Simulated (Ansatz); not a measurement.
**C₆H₁₅AlO₃: up Jacob's ladder to CCSD(T)**

How much do the methods differ for C₆H₁₅AlO₃? The plan is to run it at one geometry with functionals of several rungs and with coupled cluster. The yardstick is the atomisation energy at the CCSD(T) limit.

Method: functionals in def2-TZVPP, the program's frozen cores in correlated methods; program: Ansatz 0.2.0, Gaussian basis.

Plan: LDA (SPW92), PBE-D4, revPBE-D4, BLYP-D4, r2SCAN-D4, B97M-V, PBE0-D4, B3LYP-D4, r2SCANh-D4, r2SCAN0-D4, HSE06-D4, BHLYP-D4, CAM-B3LYP-D4, LC-ωPBE, ωB97X-V, ωB97M-V, B2PLYP, PBE-QIDH; CCSD(T)/def2-SVP; CCSD(T)/def2-TZVPP; MP2/def2-QZVPP; extrapolation to the limit; RPA on PBE.

**1. Structure used throughout**

The geometry comes from an earlier relaxation with PBE0-D4 in a triple-zeta def2 set; it is a stationary point, not always the lowest conformer.

SMILES `CC[O][Al]([O]CC)[O]CC`, 25 atoms, charge 0, spin multiplicity 1.

Atoms are counted from 1 here; the program's logs count them from 0.

Bond lengths: C1–C2 1.513 Å, C1–H11 1.093 Å, C1–H12 1.093 Å, C1–H13 1.093 Å, C2–O3 1.403 Å, C2–H14 1.098 Å, C2–H15 1.096 Å, O3–Al4 1.681 Å, Al4–O5 1.682 Å, Al4–O8 1.682 Å, O5–C6 1.403 Å, C6–C7 1.513 Å, C6–H16 1.096 Å, C6–H17 1.098 Å, C7–H18 1.093 Å, C7–H19 1.093 Å, C7–H20 1.094 Å, O8–C9 1.403 Å and more. Angles: C2–C1–H11 110.6°, C2–C1–H12 110.7°, C2–C1–H13 110.5°, H11–C1–H12 108.1°, H11–C1–H13 108.6°, H12–C1–H13 108.2°, C1–C2–O3 112.3°, C1–C2–H14 109.6°, C1–C2–H15 109.9°, O3–C2–H14 110.2°, O3–C2–H15 107.7°, H14–C2–H15 106.9°, C2–O3–Al4 134.3°, O3–Al4–O5 119.9°, O3–Al4–O8 120.1°, O5–Al4–O8 120.0°, Al4–O5–C6 134.0°, O5–C6–C7 112.3° and more.

**2. LDA**

This LDA is Slater exchange with PW92 correlation.

Contents of in.yaml:

```yaml
crystal:
  periodic: [false, false, false]
  atoms:
    - {symbol: C, position_ang: [1.184962, -2.654387, -1.391849]}
    - {symbol: C, position_ang: [0.720957, -2.817489, 0.039170]}
    - {symbol: O, position_ang: [-0.064862, -1.738084, 0.470995]}
    - {symbol: Al, position_ang: [0.183561, -0.079919, 0.596356]}
    - {symbol: O, position_ang: [-1.061912, 0.917401, 1.127902]}
    - {symbol: C, position_ang: [-2.404288, 0.699263, 1.474589]}
    - {symbol: C, position_ang: [-3.209743, 0.138259, 0.323013]}
    - {symbol: O, position_ang: [1.684762, 0.578613, 0.221087]}
    - {symbol: C, position_ang: [2.194304, 1.885726, 0.181916]}
    - {symbol: C, position_ang: [1.444703, 2.764452, -0.795620]}
    - {symbol: H, position_ang: [1.812787, -1.764832, -1.493066]}
    - {symbol: H, position_ang: [1.769527, -3.521779, -1.710085]}
    - {symbol: H, position_ang: [0.328424, -2.555169, -2.063483]}
    - {symbol: H, position_ang: [1.591007, -2.939607, 0.697393]}
    - {symbol: H, position_ang: [0.118704, -3.728328, 0.134581]}
    - {symbol: H, position_ang: [-2.827159, 1.659002, 1.793144]}
    - {symbol: H, position_ang: [-2.468818, 0.020327, 2.334841]}
    - {symbol: H, position_ang: [-4.256480, 0.007472, 0.610417]}
    - {symbol: H, position_ang: [-3.173080, 0.813879, -0.535270]}
    - {symbol: H, position_ang: [-2.816507, -0.835487, 0.018043]}
    - {symbol: H, position_ang: [2.161445, 2.335959, 1.182587]}
    - {symbol: H, position_ang: [3.250195, 1.824045, -0.105628]}
    - {symbol: H, position_ang: [1.486833, 2.340569, -1.802116]}
    - {symbol: H, position_ang: [0.396110, 2.859530, -0.500305]}
    - {symbol: H, position_ang: [1.881065, 3.766385, -0.828413]}
basis:
  gaussian: {orbitals: def2-TZVPP}
hamiltonian: {xc: lda}
output: {orbitals: {seedname: orbitals}}
```

Command:

```
> ansatz run in.yaml --threads 4 --pin off --events-out ev --progress --plain --max-ram 41984MiB --backend cuda --devices 0, --max-vram 37GiB
```

Further steps of the session: PBE-D4 (GGA); revPBE-D4 (GGA); BLYP-D4 (GGA); r2SCAN-D4 (meta-GGA); B97M-V (meta-GGA); B3LYP-D4 (hybrid); r2SCANh-D4 (hybrid); r2SCAN0-D4 (hybrid); HSE06-D4 (hybrid); BHLYP-D4 (hybrid); CAM-B3LYP-D4 (range-separated); LC-ωPBE (range-separated); ωB97X-V (range-separated); ωB97M-V (range-separated); B2PLYP (double hybrid); PBE-QIDH (double hybrid); CCSD(T) in def2-SVP; CCSD(T) in def2-TZVPP; MP2 in def2-QZVPP; RPA on PBE orbitals.

Before running them: what should the planned runs give, taken together? Wanted: atomisation energy, CCSD(T)/CBS; farthest beyond LDA; mean size of error, GGA; mean size of error, meta-GGA; mean size of error, hybrid; mean size of error, range-separated; mean size of error, double hybrid; gap, smallest and largest; T1 diagnostic.

As calculated:

| quantity | value |
| --- | --- |
| atomisation energy, CCSD(T)/CBS | 10051.9 kJ/mol |
| functionals within 50.3 kJ/mol (0.5 %) | BLYP-D4, r2SCAN-D4, B97M-V, PBE0-D4, B3LYP-D4, r2SCANh-D4, HSE06-D4, CAM-B3LYP-D4, LC-ωPBE, ωB97X-V, ωB97M-V |
| farthest beyond LDA | BHLYP-D4 (-282.6 kJ/mol) |
| mean size of error, GGA | 95.0 kJ/mol |
| mean size of error, meta-GGA | 11.5 kJ/mol |
| mean size of error, hybrid | 77.5 kJ/mol |
| mean size of error, range-separated | 22.7 kJ/mol |
| mean size of error, double hybrid | 83.8 kJ/mol |
| gap, smallest and largest | 5.32 eV (LDA (SPW92)), 12.79 eV (LC-ωPBE) |
| T1 diagnostic | 0.0115 |
| triples share of the correlation energy | 3.6 % |

**Reading.** The LDA atomisation energy is off by 1397.7 kJ/mol (14 %): it overbinds. PBE-D4 is off by +163.9 kJ/mol. Double hybrids carry the basis error of their MP2 part in triple zeta, and no dispersion term here, so their miss is partly the set-up's. The rungs meta-GGA, range-separated miss on average by less than the doubt on the reference (50.3 kJ/mol), so they tie. The reference freezes the cores and leaves out relativity and excitations past (T), so misses under about 50.3 kJ/mol can't be ranked. Hartree-Fock recovers 74 % of the binding; the rest is correlation. CCSD(T) in def2-SVP is off by -448.4 kJ/mol, more than most functionals: a good method in a small basis is no reference. Orbital gaps span 5.3 to 12.8 eV; exact exchange widens them.
